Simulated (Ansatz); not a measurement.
# CH4BFSi: the cost of one run

All numbers below are computed with Ansatz 0.2.0 (RKS PBE-D4/def2-SVP).

### 1 The system as given

Bond lengths: F1–B2 1.347 Å, B2–C3 1.507 Å, C3–Si4 1.775 Å, B2–H5 1.177 Å, C3–H6 1.085 Å, Si4–H7 1.458 Å, Si4–H8 1.463 Å. Angles: F1–B2–C3 119.4°, F1–B2–H5 115.2°, C3–B2–H5 125.4°, B2–C3–Si4 124.6°, B2–C3–H6 118.8°, Si4–C3–H6 116.7°, C3–Si4–H7 125.9°, C3–Si4–H8 124.4°, H7–Si4–H8 109.8°.

Coordinates:

```xyz
8

F    -0.9147    1.7844    0.5281
B    -0.1946    1.3664   -0.5303
C     0.3216   -0.0494   -0.5621
Si    0.0503   -1.2489    0.7180
H    -0.0236    2.1727   -1.3699
H     0.9014   -0.3749   -1.4195
H    -0.6943   -1.0278    1.9518
H     0.5541   -2.6225    0.6838
```

### 2 Relaxing end A

input.yaml

```yaml
crystal:
  periodic: [false, false, false]
  atoms:
    - { symbol: F, position_ang: [-0.9147, 1.78441, 0.52813] }
    - { symbol: B, position_ang: [-0.19465, 1.36637, -0.53029] }
    - { symbol: C, position_ang: [0.3216, -0.04939, -0.56206] }
    - { symbol: Si, position_ang: [0.05028, -1.24894, 0.71805] }
    - { symbol: H, position_ang: [-0.02364, 2.17274, -1.36989] }
    - { symbol: H, position_ang: [0.90136, -0.37492, -1.41954] }
    - { symbol: H, position_ang: [-0.69433, -1.02781, 1.9518] }
    - { symbol: H, position_ang: [0.55408, -2.62246, 0.68381] }
basis:
  gaussian: { orbitals: def2-SVP }
hamiltonian:
  xc: pbe
  dispersion: d4
relax:
  f_tol: 0.015
  max_steps: 40
```

Started as:

```
$ ansatz run input.yaml --threads 1 --pin off --max-ram 2048MiB --backend cpu --events-out ev --progress --plain --runs-dir out
```

**Question.** How long does this run take on 1 thread of Arm Neoverse V2, shared host, and how much memory does it need?

About 13 s, with a peak of 0.14 GiB.
